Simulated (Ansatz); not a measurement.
# CH6AuN: basis-set convergence

One table from this session's results is given with a row withheld; the runs are named, their logs left out.

Program: Ansatz 0.2.0, Gaussian basis. Level of theory: one geometry, several basis sets. These are calculated values, not measurements.

Levels to be run: PBE0-D4/def2-SVP; ωB97M-V/def2-SVP; PBE0-D4/def2-QZVPP; ωB97M-V/def2-QZVPP; the functionals' def2-TZVPP values are taken from earlier runs.

**Structure used throughout**

All runs share one geometry, relaxed beforehand with PBE0-D4 in a triple-zeta def2 set. Au takes the def2 core potential; no spin-orbit term is included.

SMILES `[CH3][Au-][NH3+]`, 9 atoms, charge 0, spin multiplicity 1.

Atoms are counted from 1 here; the program's logs count them from 0.

Bond lengths: C1–Au2 2.019 Å, C1–H4 1.094 Å, C1–H5 1.094 Å, C1–H6 1.094 Å, Au2–N3 2.166 Å, N3–H7 1.014 Å, N3–H8 1.014 Å, N3–H9 1.014 Å. Angles: Au2–C1–H4 110.6°, Au2–C1–H5 110.6°, Au2–C1–H6 110.6°, H4–C1–H5 108.4°, H4–C1–H6 108.4°, H5–C1–H6 108.4°, C1–Au2–N3 180.0°, Au2–N3–H7 110.8°, Au2–N3–H8 110.8°, Au2–N3–H9 110.8°, H7–N3–H8 108.1°, H7–N3–H9 108.1°, H8–N3–H9 108.1°.

The first run:

Input file in.yaml:

```yaml
crystal:
  periodic: [false, false, false]
  atoms:
    - {symbol: C, position_ang: [-1.029468, 1.438399, -1.073347]}
    - {symbol: Au, position_ang: [-0.019018, 0.035129, -0.031835]}
    - {symbol: N, position_ang: [1.065150, -1.470992, 1.086145]}
    - {symbol: H, position_ang: [-1.913550, 1.002842, -1.547245]}
    - {symbol: H, position_ang: [-0.395866, 1.867088, -1.854791]}
    - {symbol: H, position_ang: [-1.355772, 2.246493, -0.412743]}
    - {symbol: H, position_ang: [1.998226, -1.597130, 0.710067]}
    - {symbol: H, position_ang: [0.586624, -2.363965, 1.046256]}
    - {symbol: H, position_ang: [1.152174, -1.204064, 2.060392]}
basis:
  gaussian: {orbitals: def2-SVP}
hamiltonian: {xc: pbe0, dispersion: d4}
output: {orbitals: {seedname: orbitals}}
```

Steps of the session up to this table: PBE0-D4 in def2-SVP; ωB97M-V in def2-SVP; PBE0-D4 in def2-QZVPP; ωB97M-V in def2-QZVPP.

One of the session's tables, all rows but one given; the rest of the session is left out.

It belongs to the step «Functionals by basis». 

```
functional       basis  HOMO (eV)  LUMO (eV)
   PBE0-D4    def2-SVP      -6.16       0.30
   PBE0-D4  def2-TZVPP      -6.24      -0.20
   PBE0-D4  def2-QZVPP      -6.26      -0.60
   ωB97M-V    def2-SVP          ?          ?
   ωB97M-V  def2-TZVPP      -8.36       1.14
   ωB97M-V  def2-QZVPP      -8.38       0.33
```

**Question.** Estimate the row for ωB97M-V, def2-SVP.

As computed: HOMO (eV): -8.28; LUMO (eV): 1.84. In the column «HOMO (eV)» it lies between ωB97M-V, def2-TZVPP (-8.36) and PBE0-D4, def2-QZVPP (-6.26).
